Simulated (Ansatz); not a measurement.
# Mo3S6 sheet: levels of theory

The task, for Mo3S6 sheet: compare levels of theory; the runs are relaxing the atoms and single point.

Program: Ansatz 0.2.0. Level of theory: DFT LDA, scalar-relativistic, plane waves, PAW, and further levels as typed in the inputs. These are calculated values, not measurements.

## (1) The system as given

The structure is hexagonal, space group P-6m2 (No. 187). The conventional cell has a = 3.160 Å, b = 3.160 Å, c = 33.424 Å, α = 90.00°, β = 90.00°, γ = 120.00°. S (site symmetry 3m) is surrounded by 3 Mo at 2.40 Å. Mo (site symmetry 3m) is surrounded by 6 S at 2.40 Å. Mo (site symmetry -6m2) has 6 S at 2.40 Å as nearest neighbours.

Coordinates:

```cif
data_structure
_symmetry_space_group_name_H-M 'P 1'
_symmetry_Int_Tables_number 1
_cell_length_a 3.1600
_cell_length_b 3.1600
_cell_length_c 33.4240
_cell_angle_alpha 90.000
_cell_angle_beta 90.000
_cell_angle_gamma 120.000
_cell_volume 289.04
loop_
_atom_site_label
_atom_site_type_symbol
_atom_site_fract_x
_atom_site_fract_y
_atom_site_fract_z
_atom_site_occupancy
S1 S 0.66667 0.33333 0.26927 1
Mo1 Mo 0.33333 0.66667 0.31609 1
S2 S 0.66667 0.33333 0.36291 1
S3 S 0.33333 0.66667 0.45318 1
Mo2 Mo 0.66667 0.33333 0.50000 1
S4 S 0.33333 0.66667 0.54682 1
S5 S 0.66667 0.33333 0.63709 1
Mo3 Mo 0.33333 0.66667 0.68391 1
S6 S 0.66667 0.33333 0.73073 1
```

## (2) Relaxing the atoms: Mo3S6 sheet, no spin

Contents of input.yaml:

```yaml
crystal:
  lattice:
    - [3.16, 0.0, 0.0]
    - [-1.58, 2.736640276, 0.0]
    - [0.0, 0.0, 33.424]
  atoms:
    - { symbol: S, position: [0.6666666667, 0.3333333333, 0.2692675921] }
    - { symbol: Mo, position: [0.3333333333, 0.6666666667, 0.3160902346] }
    - { symbol: S, position: [0.6666666667, 0.3333333333, 0.362912877] }
    - { symbol: S, position: [0.3333333333, 0.6666666667, 0.4531773576] }
    - { symbol: Mo, position: [0.6666666667, 0.3333333333, 0.5] }
    - { symbol: S, position: [0.3333333333, 0.6666666667, 0.5468226424] }
    - { symbol: S, position: [0.6666666667, 0.3333333333, 0.637087123] }
    - { symbol: Mo, position: [0.3333333333, 0.6666666667, 0.6839097654] }
    - { symbol: S, position: [0.6666666667, 0.3333333333, 0.7307324079] }
  periodic: [true, true, false]
scf:
  occupations: { method: gaussian, width: 0.02 }
  n_extra_bands: 6
output:
  forces: true
  stress: false
  write_density: true
  write_potential: true
  elf: true
  volumetric_format: npy
kpoints:
  mp_grid: { grid: [12, 12, 1] }
hamiltonian:
  xc: lda
relax:
  f_tol: 0.004
  max_steps: 100
```

Command:

```sh
$ ansatz run input.yaml --threads 8 --pin off --max-ram 24576MiB --backend cpu --events-out ev --progress --plain --runs-dir out
```

The program printed, cut to the lines that bear on the results:

```text
Warning: crystal.periodic: the lattice vector that does not repeat stood 0.000° off the slab's normal, 33.424 Å along it as the deck builds it. The run solves the slab on a vector along the normal, 54.648 Å long, with every atom where it was (on the deck's vector they left 18.00 Å outside [...]
Warning: RAYON_NUM_THREADS=8 ignored (pool sized by the plan → 8); use --threads N
[...]
scf.n_extra_bands = 6 over 39 filled bands (N_el = 78.0): the run solves 45 bands
[...]
Pseudopotentials: kind: paw
Pseudopotential: S, paw, valence charge 6, recommended cutoff 420 eV (normal), S.paw.azcp
Pseudopotential: Mo, paw, valence charge 14, recommended cutoff 420 eV (normal), Mo.paw.azcp
Functional definition: SPW92
[...]
Crystal: 9 atoms, lattice volume = 472.584 Å³
Basis set: ecut = 420 eV, 9135 PW (Γ)
Bands: 45, of which v1, the nominal top of the filled ones, is band 39 counted from 1 (38 counted from 0)
Symmetry: 12 space group operations
Space group: P-6m2 (ITA 187), of the structure as read, at distance tolerance 7.8e-5 Å
k-points: 19 of 144 (time reversal used)
[...]
SCF iter   1: F=—  HF=-19754.477324 eV  |F-HF|=—  |Δ(HF+E_count)|=         —  Δρ=4.59e-3  dr2=1.40e-1  ethr=1.77e-3  ⟨swp⟩=11.6  Hψ=5462  notcnv=0
[...]
relax step   1: F+E_penalty+E_count = -19754.47503664 eV  Δ(F+E_penalty+E_count) = +0.000e0 eV  max|allowed force component| = 5.010e-1 eV/Å  Δτ_max = 0.0000 Å  (9 SCF iters, dr2 threshold 4.00e-7 eV, accepted)
[...]
relax step   4: F+E_penalty+E_count = -19754.51510634 eV  Δ(F+E_penalty+E_count) = -8.061e-5 eV  max|allowed force component| = 9.760e-4 eV/Å  Δτ_max = 0.0082 Å  (8 SCF iters, accepted)
[...]
WARN: The output density's exchange-correlation potential varies sharply where the density is thin. Do not read a vacuum level from v_tot or v_xc, or from such a field of the output density. On a cell that repeats whose density bears no net charge and no dipole along the vacuum's axis use [...]
SCF converged after 7 iterations
Free energy (F): -19754.515118 eV
[...]
E sigma→0 (E₀):  -19754.515118 eV
Fermi energy:    -4.982607 eV
[...]
--- Forces (eV/Å), atoms counted from 1 ---
  atom   1  S     -0.00000000    -0.00000000     0.00057025
  atom   2  Mo    -0.00000000    -0.00000000    -0.00006719
  atom   3  S     -0.00000000    -0.00000000    -0.00044873
  atom   4  S      0.00000000     0.00000000     0.00052274
  atom   5  Mo     0.00000000     0.00000000     0.00000000
  atom   6  S      0.00000000     0.00000000    -0.00052274
  atom   7  S     -0.00000000    -0.00000000     0.00044873
  atom   8  Mo    -0.00000000    -0.00000000     0.00006719
[...]
--- Band table (eV; the first three rows and the last of 19) ---
[...]
--- Relaxed structure (5 steps of the walk, 5 accepted, 0 SCFs on fresh bases) ---
  F+E_penalty+E_count = -19754.51511802 eV   max|allowed force component| = 5.703e-4 eV/Å
  cell:  # Å, volume = 472.5841 Å³
    - [3.160000000023772, 0.0, 0.0]
    - [-1.580000000011886, 2.736640275979413, 0.0]
    - [0.0, 0.0, 54.6480000065984]
  atoms:
    - { symbol: S, position: [0.6666666666666667, 0.3333333333333335, 0.16778945966027922] }
    - { symbol: Mo, position: [0.33333333333333337, 0.6666666666666667, 0.19594346261297815] }
    - { symbol: S, position: [0.6666666666666667, 0.3333333333333335, 0.22415254495234307] }
    - { symbol: S, position: [0.33333333333333337, 0.6666666666666667, 0.27761191846779043] }
    - { symbol: Mo, position: [0.6666666666666667, 0.3333333333333335, 0.3058117405574245] }
    - { symbol: S, position: [0.33333333333333337, 0.6666666666666667, 0.3340115626470586] }
    - { symbol: S, position: [0.6666666666666667, 0.3333333333333335, 0.3874709361625058] }
    - { symbol: Mo, position: [0.33333333333333337, 0.6666666666666667, 0.41568001850187086] }
    - { symbol: S, position: [0.6666666666666667, 0.3333333333333335, 0.4438340214545699] }
```

Run time: 34 s. Hardware: 8 threads of Arm Neoverse V1, shared host; peak memory 1.3 GiB.

Step by step:

| step | E - E(step 1) (eV/cell) | largest force component (eV/Å) |
| --- | --- | --- |
| 1 | 0.0000 | 0.5010 |
| 2 | -0.0350 | 0.2007 |
| 3 | -0.0400 | 0.0116 |
| 4 | -0.0401 | 0.0010 |
| 5 | -0.0401 | 0.0006 |

Step 1 is the start.

Density in a lattice plane of the grid's cell (edges 3.16 and 54.65 Å, at 0.333 of the third edge), which holds S and Mo.

Values in e/Å³, 12 rows by 6 columns:
```
0.00 0.00 0.00 0.00 0.00 0.00
0.00 0.00 0.00 0.00 0.00 0.00
0.00 0.00 0.00 0.00 0.00 0.00
0.00 0.00 0.00 0.00 0.00 0.00
0.00 0.00 0.00 0.00 0.00 0.00
0.00 0.00 0.00 0.00 0.00 0.00
0.51 0.98 0.57 0.28 0.26 0.28
0.44 0.59 0.45 0.24 0.18 0.23
0.06 0.05 0.06 0.10 0.13 0.09
0.42 0.16 0.43 1.10 0.26 1.05
0.00 0.00 0.00 0.00 0.00 0.00
0.00 0.00 0.00 0.00 0.00 0.00
```
Columns run along the first of these edges and rows up along the second, over one cell in 6 and 12 even steps from the bottom left corner. Atoms in the plane (fractional): S at (0.67, 0.17), S at (0.67, 0.22), Mo at (0.67, 0.31), S at (0.67, 0.39), S at (0.67, 0.44).

ELF in the same plane.

Ten even steps from ' ' (0.00) to '@' (0.95):
```
            
            
            
            
            
            
            
            
            
            
##..##%%++%%
==..==%%##%%
==**==      
::--::##**##
      ::++::
::--::::--::
++  ++@@@@@@
            
            
            
```
Columns run along the first of these edges and rows up along the second, over one cell in 6 and 20 even steps from the bottom left corner. Atoms in the plane (fractional): S at (0.67, 0.17), S at (0.67, 0.22), Mo at (0.67, 0.31), S at (0.67, 0.39), S at (0.67, 0.44).

Both are smooth fields of the valence electrons: close to the nuclei they are not physical.

Maxima of ELF outside the ion cores: 0.96 beside S, off the lines to its neighbours, 0.9 Å from S; 0.86 on the S–Mo line, 0.8 Å from S.

## (3) Single point: LDA with spin-orbit coupling

It takes the final geometry of step 2.

Contents of input.yaml:

```yaml
crystal:
  lattice:
    - [3.16, 0.0, 0.0]
    - [-1.58, 2.736640276, 0.0]
    - [0.0, 0.0, 54.6480000066]
  atoms:
    - { symbol: S, position: [0.6666666667, 0.3333333333, 0.1677894597] }
    - { symbol: Mo, position: [0.3333333333, 0.6666666667, 0.1959434626] }
    - { symbol: S, position: [0.6666666667, 0.3333333333, 0.224152545] }
    - { symbol: S, position: [0.3333333333, 0.6666666667, 0.2776119185] }
    - { symbol: Mo, position: [0.6666666667, 0.3333333333, 0.3058117406] }
    - { symbol: S, position: [0.3333333333, 0.6666666667, 0.3340115626] }
    - { symbol: S, position: [0.6666666667, 0.3333333333, 0.3874709362] }
    - { symbol: Mo, position: [0.3333333333, 0.6666666667, 0.4156800185] }
    - { symbol: S, position: [0.6666666667, 0.3333333333, 0.4438340215] }
  periodic: [true, true, false]
scf:
  occupations: { method: gaussian, width: 0.01 }
  n_extra_bands: 8
output:
  eigenvalues: true
  eigenstates:
    kpoints:
      - [0.0, 0.0, 0.0]
      - [0.016667, 0.016667, 0.0]
      - [0.033333, 0.033333, 0.0]
      - [0.05, 0.05, 0.0]
      - [0.066667, 0.066667, 0.0]
      - [0.1, 0.1, 0.0]
      - [0.133333, 0.133333, 0.0]
      - [0.166667, 0.166667, 0.0]
      - [0.2, 0.2, 0.0]
      - [0.233333, 0.233333, 0.0]
      - [0.25, 0.25, 0.0]
      - [0.266667, 0.266667, 0.0]
      - [0.283333, 0.283333, 0.0]
      - [0.3, 0.3, 0.0]
      - [0.316667, 0.316667, 0.0]
      - [0.333333, 0.333333, 0.0]
      - [0.35, 0.35, 0.0]
      - [0.366667, 0.366667, 0.0]
      - [0.383333, 0.383333, 0.0]
      - [0.4, 0.4, 0.0]
      - [0.025, 0.0, 0.0]
      - [0.05, 0.0, 0.0]
      - [0.075, 0.0, 0.0]
      - [0.1, 0.0, 0.0]
      - [0.5, 0.0, 0.0]
    top_band: c8
    e_range: [-2.5, 3]
kpoints:
  mp_grid: { grid: [12, 12, 1] }
hamiltonian:
  xc: lda
  pseudopotentials: { kind: paw_fr }
magnetization:
  noncollinear: true
  spin_orbit: true
```

Command:

```sh
$ ansatz run input.yaml --threads 8 --pin off --max-ram 24576MiB --backend cpu --events-out ev --progress --plain --runs-dir out
```

The program printed, cut to the lines that bear on the results:

```text
Warning: RAYON_NUM_THREADS=8 ignored (pool sized by the plan → 8); use --threads N
scf.n_extra_bands = 8 over 78 filled bands (N_el = 78.0): the run solves 86 bands
[...]
Pseudopotentials: kind: paw_fr
Pseudopotential: S, paw_fr, valence charge 6, recommended cutoff 420 eV (normal), S.paw.azcp#standard-fr
Pseudopotential: Mo, paw_fr, valence charge 14, recommended cutoff 420 eV (normal), Mo.paw.azcp#standard-fr
[... 1 set-up line as earlier in the session ...]
[...]
non-collinear run that drives no moment, with spin-orbit: no starting moment large enough to seed its density (crystal.atoms[].spin), no starting occupations that ask for one, no magnetisation constraint and no magnetic field, so the semilocal B_xc is pinned to zero
Crystal: 9 atoms, lattice volume = 472.584 Å³
Basis set: ecut = 420 eV, 9135 PW (Γ)
Bands: 86, of which v1, the nominal top of the filled ones, is band 78 counted from 1 (77 counted from 0)
[...]
NSCF: frozen V_eff on 25 k-points
SCF converged after 13 iterations
Magnetization: |M| = 0.0000 μB,  M = (+0.0000, +0.0000, +0.0000) μB
Absolute magnetization: 0.0000 μB (∫|m|)
  site 0: m = (+0.0000, +0.0000, +0.0000) μB, |m| = 0.0000 μB  (R = 0.98 Å)
  site 1: m = (+0.0000, +0.0000, +0.0000) μB, |m| = 0.0000 μB  (R = 0.98 Å)
  site 2: m = (+0.0000, +0.0000, +0.0000) μB, |m| = 0.0000 μB  (R = 0.99 Å)
  site 3: m = (+0.0000, +0.0000, +0.0000) μB, |m| = 0.0000 μB  (R = 0.99 Å)
  site 4: m = (+0.0000, +0.0000, +0.0000) μB, |m| = 0.0000 μB  (R = 0.99 Å)
  site 5: m = (+0.0000, +0.0000, +0.0000) μB, |m| = 0.0000 μB  (R = 0.99 Å)
  site 6: m = (+0.0000, +0.0000, +0.0000) μB, |m| = 0.0000 μB  (R = 0.99 Å)
  site 7: m = (+0.0000, +0.0000, +0.0000) μB, |m| = 0.0000 μB  (R = 0.98 Å)
  site 8: m = (+0.0000, +0.0000, +0.0000) μB, |m| = 0.0000 μB  (R = 0.98 Å)
Free energy (F): -19757.927472 eV
[...]
E sigma→0 (E₀):  -19757.927472 eV
Fermi energy:    -4.982880 eV
[...]
--- Band table (eV; the first three rows and the last of 19) ---
[...]
```

Wall time 3.2 min (8 threads of Arm Neoverse V1, shared host); peak memory 6 GiB.

## (4) Single point: r2SCAN with spin-orbit coupling

It takes the final geometry of step 2.

Changes to input.yaml since step 3:

```diff
@@ -53,3 +53,3 @@
 hamiltonian:
-  xc: lda
+  xc: r2scan
   pseudopotentials: { kind: paw_fr }
```

Command:

```sh
$ ansatz run input.yaml --threads 8 --pin off --max-ram 24576MiB --backend cpu --events-out ev --progress --plain --runs-dir out
```

The program printed, cut to the lines that bear on the results:

```text
Warning: RAYON_NUM_THREADS=8 ignored (pool sized by the plan → 8); use --threads N
scf.n_extra_bands = 8 over 78 filled bands (N_el = 78.0): the run solves 86 bands
[...]
[... 1 set-up line as earlier in the session ...]
Pseudopotential: S, paw_fr, valence charge 6, recommended cutoff 500 eV (meta_gga), S.paw.azcp#standard-fr
Pseudopotential: Mo, paw_fr, valence charge 14, recommended cutoff 500 eV (meta_gga), Mo.paw.azcp#standard-fr
Functional definition: r2SCAN
[...]
non-collinear run that drives no moment, with spin-orbit: no starting moment large enough to seed its density (crystal.atoms[].spin), no starting occupations that ask for one, no magnetisation constraint and no magnetic field, so the semilocal B_xc is pinned to zero
Crystal: 9 atoms, lattice volume = 472.584 Å³
Basis set: ecut = 500 eV, 11899 PW (Γ), exchange–correlation on 96×96×1600 points (64 copies of the dense FFT grid, shifted against one another)
[...]
NSCF: frozen V_eff on 25 k-points
SCF converged after 12 iterations
Magnetization: |M| = 0.0000 μB,  M = (+0.0000, +0.0000, +0.0000) μB
Absolute magnetization: 0.0000 μB (∫|m|)
  site 0: m = (+0.0000, +0.0000, +0.0000) μB, |m| = 0.0000 μB  (R = 0.98 Å)
  site 1: m = (+0.0000, +0.0000, +0.0000) μB, |m| = 0.0000 μB  (R = 0.98 Å)
  site 2: m = (+0.0000, +0.0000, +0.0000) μB, |m| = 0.0000 μB  (R = 0.99 Å)
  site 3: m = (+0.0000, +0.0000, +0.0000) μB, |m| = 0.0000 μB  (R = 0.99 Å)
  site 4: m = (+0.0000, +0.0000, +0.0000) μB, |m| = 0.0000 μB  (R = 0.99 Å)
  site 5: m = (+0.0000, +0.0000, +0.0000) μB, |m| = 0.0000 μB  (R = 0.99 Å)
  site 6: m = (+0.0000, +0.0000, +0.0000) μB, |m| = 0.0000 μB  (R = 0.99 Å)
  site 7: m = (+0.0000, +0.0000, +0.0000) μB, |m| = 0.0000 μB  (R = 0.98 Å)
  site 8: m = (+0.0000, +0.0000, +0.0000) μB, |m| = 0.0000 μB  (R = 0.98 Å)
Free energy (F): -20327.352366 eV
[...]
E sigma→0 (E₀):  -20327.352366 eV
Fermi energy:    -4.890643 eV
[...]
--- Band table (eV; the first three rows and the last of 19) ---
[...]
  the weakly bound empty levels are not read free of the cell's end (spinor_tau)
```

It took 4.9 min on 8 threads of Arm Neoverse V1, shared host; peak memory 8.4 GiB.

## (5) Single point: HSE06, no spin, mesh 6×6×1

It takes the final geometry of step 2.

Changes to input.yaml since step 4:

```diff
@@ -50,9 +50,9 @@
     e_range: [-2.5, 3]
+  write_density: true
+  write_potential: true
+  elf: true
+  volumetric_format: npy
 kpoints:
-  mp_grid: { grid: [12, 12, 1] }
+  mp_grid: { grid: [6, 6, 1] }
 hamiltonian:
-  xc: r2scan
-  pseudopotentials: { kind: paw_fr }
-magnetization:
-  noncollinear: true
-  spin_orbit: true
+  xc: hse06
```

Command:

```sh
$ ansatz run input.yaml --threads 8 --pin off --max-ram 24576MiB --backend cpu --events-out ev --progress --plain --runs-dir out
```

The program printed, cut to the lines that bear on the results:

```text
Warning: RAYON_NUM_THREADS=8 ignored (pool sized by the plan → 8); use --threads N
scf.n_extra_bands = 8 over 39 filled bands (N_el = 78.0): the run solves 47 bands
[...]
[... 3 set-up lines as earlier in the session ...]
Functional definition: HSE06
[...]
Crystal: 9 atoms, lattice volume = 472.584 Å³
Basis set: ecut = 420 eV, 9135 PW (Γ)
Bands: 47, of which v1, the nominal top of the filled ones, is band 39 counted from 1 (38 counted from 0)
[... 2 set-up lines as earlier in the session ...]
k-points: 7 of 36 (time reversal used)
[...]
SCF iter   1: F=—  HF=-20288.214789 eV  |F-HF|=—  |Δ(HF+E_count)|=         —  Δρ=3.47e-3  dr2=1.04e-1  ethr=1.77e-3  ⟨swp⟩=7.3  Hψ=1645  notcnv=0
[...]
SCF 1 stopped early in 6 iterations: F = -20288.235875 eV  dr2 = 7.95e-5
[...]
Frozen-core exchange: fock
[...]
Frozen-core exchange: fock
[...]
SCF iter   6: F=-20297.378797 eV  HF=-20297.378797 eV  |F-HF|=2.11e-8  |Δ(HF+E_count)|=   2.28e-8  Δρ=1.67e-6  dr2=7.00e-8  ethr=1.46e-10  ⟨swp⟩=3.0  Hψ=678  notcnv=0
[...]
hybrid outer 2: dexx = +1.749e-5 eV, tail = 1.78e-7 eV, Δε = 4.42e-3 eV (about 2.12e-4 eV left of the loop's levels)
NSCF: frozen V_eff on 25 k-points
WARN: The output density's exchange-correlation potential varies sharply where the density is thin. Do not read a vacuum level from v_tot or v_xc, or from such a field of the output density. On a cell that repeats whose density bears no net charge and no dipole along the vacuum's axis use [...]
hybrid SCF converged: 2 outer / 16 inner (+6 warm-up), last move |dexx| = 1.75e-5 eV, tail = 1.78e-7 eV
Stability not checked: this state was not tested for a lower state beside it, because the functional holds exact exchange (a hybrid, or Hartree-Fock), whose exchange loop this test does not read (fock_operator; see scf.lower_state_search)
Free energy (F): -20297.378798 eV
Frozen-core exchange: fock
[...]
E sigma→0 (E₀):  -20297.378798 eV
Fermi energy:    -4.942422 eV
[...]
--- Band table (eV; the first three rows and the last of 7) ---
[...]
  the weakly bound empty levels are not read free of the cell's end (exact_exchange)
```

Run time: 9.1 min. Hardware: 8 threads of Arm Neoverse V1, shared host; peak memory 7.9 GiB.

Density in a lattice plane of the grid's cell (edges 3.16 and 54.65 Å, at 0.333 of the third edge), which holds S and Mo.

Ten even steps from ' ' (0.00 e/Å³) to '@' (6.20 e/Å³):
```
            
            
            
            
            
            
            
            
            
            
      ......
      ......
            
      ++@@++
            
  ..        
            
            
            
            
```
Columns run along the first of these edges and rows up along the second, over one cell in 6 and 20 even steps from the bottom left corner. Atoms in the plane (fractional): S at (0.67, 0.17), S at (0.67, 0.22), Mo at (0.67, 0.31), S at (0.67, 0.39), S at (0.67, 0.44).

ELF in the same plane.

Ten even steps from '0' (0.00) to '9' (0.95):
```
000000
000000
000000
000000
000000
000000
000000
000000
000000
000000
716858
414868
474000
132767
000252
232232
505999
000000
000000
000000
```
Columns run along the first of these edges and rows up along the second, over one cell in 6 and 20 even steps from the bottom left corner. Atoms in the plane (fractional): S at (0.67, 0.17), S at (0.67, 0.22), Mo at (0.67, 0.31), S at (0.67, 0.39), S at (0.67, 0.44).

Both are smooth fields of the valence electrons: close to the nuclei they are not physical.

The highest ELF values outside the cores: 0.96 beside S, off the lines to its neighbours, 0.9 Å from S; 0.87 on the S–Mo line, 0.8 Å from S; 0.48 between the atoms, 1.8 Å from Mo.

## (6) Results

```
step                            level   k mesh  energy (eV)  gap on the mesh (eV)     time
   2                              LDA  12×12×1   -19754.515                  0.91     34 s
   3     LDA with spin-orbit coupling  12×12×1   -19757.927                  0.90  3.2 min
   4  r2SCAN with spin-orbit coupling  12×12×1   -20327.352                  1.01  4.9 min
   5                            HSE06    6×6×1   -20297.379                  1.40  9.1 min
```

Totals of different systems or levels have different zeros; only balanced differences at one level mean anything.

The rows set the runs side by side; convergence of the settings was not tested in this session.
